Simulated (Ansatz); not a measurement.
Run this with the Ansatz DFT code, driven from Python and show what comes out.

`torsion_ch6ossi.py`:
```python
"""Energy of CH6OSSi as one group turns about a bond."""

import ansatz as az
from ase import Atoms

atoms = Atoms(["C", "S", "Si", "O", "H", "H", "H", "H", "H", "H"], positions=[
    (-1.2977, 0.207, -1.0338),
    (-0.6775, -1.1593, -0.1388),
    (0.721, -0.2512, 1.155),
    (2.0747, 0.2475, 0.1929),
    (-0.5583, 0.7542, -1.6283),
    (-1.8218, 0.9785, -0.365),
    (-2.0744, -0.102, -1.748),
    (1.2926, -1.241, 2.1243),
    (0.1479, 0.931, 1.8861),
    (2.2765, -0.4158, -0.4415),
])

# start the scan from a relaxed geometry
first = (
    az.Crystal.molecule_from_ase(atoms).calculation()
    .basis(gaussian="def2-SVP")
    .functional("b3lyp", dispersion="d3bj")
    .relax(force_tolerance=0.02, max_steps=80)
)
atoms.positions = first.run(threads=1).report["positions_ang"]

start = atoms.get_dihedral(1, 2, 3, 9)
energies = {}
for turn in range(0, 360, 30):
    turned = atoms.copy()
    turned.set_dihedral(1, 2, 3, 9, start + turn, indices=[3, 9])
    calculation = (
        az.Crystal.molecule_from_ase(turned).calculation()
        .basis(gaussian="def2-SVP")
        .functional("b3lyp", dispersion="d3bj")
    )
    energies[round((start + turn) % 360)] = calculation.run(threads=1).report["free_energy_ev"]
floor = min(energies.values())
print("dihedral S1-Si2-O3-H9 (deg)   E - E(min) (eV)")
for angle, e in sorted(energies.items()):
    print(f"{angle:8d} {(e - floor):14.3f}  " + "#" * int(30 * (e - floor) / max(max(energies.values()) - floor, 1e-9)))
```

```console
$ python torsion_ch6ossi.py
dihedral S1-Si2-O3-H9 (deg)   E - E(min) (eV)
       3          0.103  #####################
      33          0.146  ##############################
      63          0.133  ###########################
      93          0.105  #####################
     123          0.094  ###################
     153          0.108  ######################
     183          0.133  ###########################
     213          0.137  ############################
     243          0.095  ###################
     273          0.032  ######
     303          0.000
     333          0.032  ######
```

The lowest point is at 303° and the highest at 33°, 0.146 eV (14.1 kJ/mol) above it, with the rest of the molecule held.

Caveats:
- The scan is rigid and the energies are electronic, in a modest basis. With rigid groups the curve can differ much from the relaxed path, the start wasn't checked as a minimum of this torsion, and equivalent turns needn't return to the same energy.
- b3lyp holds the VWN-RPA fit, as in Gaussian; the form of ORCA and Turbomole is b3lyp5.
- By the engine's processor time: 59 s on 1 thread of Intel(R) Xeon(R) Processor @ 2.30GHz, on a shared host, peak memory 0.31 GiB.
